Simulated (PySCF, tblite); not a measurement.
**C4H9OSi radical: geometry, infrared bands and EPR parameters**

Aim: predict the infrared bands and EPR parameters of C4H9OSi radical (`C/C=C/[CH]O[SiH3]`).

Programs: tblite 0.8.0 and PySCF 2.14.0, with density-fitted response routines of our own. Each step states its level of theory. These are calculated values for one molecule in the gas phase, unless marked as measured. Atoms are numbered from 0 throughout.

### Step 1. Starting geometry

15 atoms, charge 0, multiplicity 2; geometry from: force field or distance geometry start.

Bonds of the start (Å): C0–C1 1.50, C1–C2 1.32, C2–C3 1.44, C3–O4 1.36, O4–Si5 1.67, C0–H6 1.10, C0–H7 1.10, C0–H8 1.09, C1–H9 1.10, C2–H10 1.09, C3–H11 1.09, Si5–H12 1.49, Si5–H13 1.48, Si5–H14 1.49.

### Step 2. Relaxing the molecule with GFN2-xTB

The job: settings as JSON, then the geometry in Å.

```
{"job": {"kind": "relax", "xc": "GFN2-xTB", "basis": "xTB"}, "charge": 0, "multiplicity": 2}
C      3.073900    -0.322800    -0.117300
C      1.627000    -0.656700     0.122200
C      0.645900     0.232300     0.097100
C     -0.733000    -0.101400     0.325900
O     -1.637800     0.908700     0.269300
Si    -3.257900     0.618300     0.521900
H      3.207700     0.746900    -0.336100
H      3.672100    -0.568100     0.766900
H      3.447500    -0.897400    -0.966900
H      1.416900    -1.706300     0.357400
H      0.841700     1.278800    -0.128800
H     -1.077100    -1.109900     0.565500
H     -4.027900     1.882200     0.399600
H     -3.749700    -0.371600    -0.466000
H     -3.453500     0.074800     1.891200
```

On the command line:

```sh
$ OMP_NUM_THREADS=1 python probes_run.py task.json out
```

One launch serves the whole session: the jobs run in the order shown.

**Question.** This job is followed by: GFN2-xTB harmonic vibrations, gas phase; UKS B3LYP, pcH-1 on C H O Si, non-relativistic, mean-field spin-orbit, GIAO. What will the session give for the following? strongest single infrared mode (GFN2-xTB); zero-point energy (GFN2-xTB); g(iso) (B3LYP); ⟨S²⟩; largest a(iso) (averaged by class); surface potential, 1st and 99th percentile.

As calculated:

| quantity | value |
| --- | --- |
| strongest single infrared mode (GFN2-xTB) | 839 cm⁻¹, 498 km/mol |
| zero-point energy (GFN2-xTB) | 70.1 kcal/mol |
| g(iso) (B3LYP) | 2.00298 |
| ⟨S²⟩ | 0.774 (exact 0.75) |
| largest a(iso) (averaged by class) | 13C on C3, 56.2 MHz |
| surface potential, 1st and 99th percentile | -0.89 V and 1.48 V |

What this shows: The optimisation took 48 steps and gained 0.262 eV; among the close pairs (by a distance rule), C2–C3 changed most, from 1.437 to 1.379 Å. No mode is imaginary among the 39: a minimum at this level. The strongest single mode, at 839 cm⁻¹, has its largest shares on Si5, O4, H13 and H14 (the list is cut at 4 atoms). GFN2-xTB is a fitted tight-binding method: band positions and strengths are rough. Its intensities can rank the bands wrongly. The largest spin populations lie on C1 (0.61 e), C3 (0.60 e). The isotropic g lies 0.7 ppt above the free-electron value.
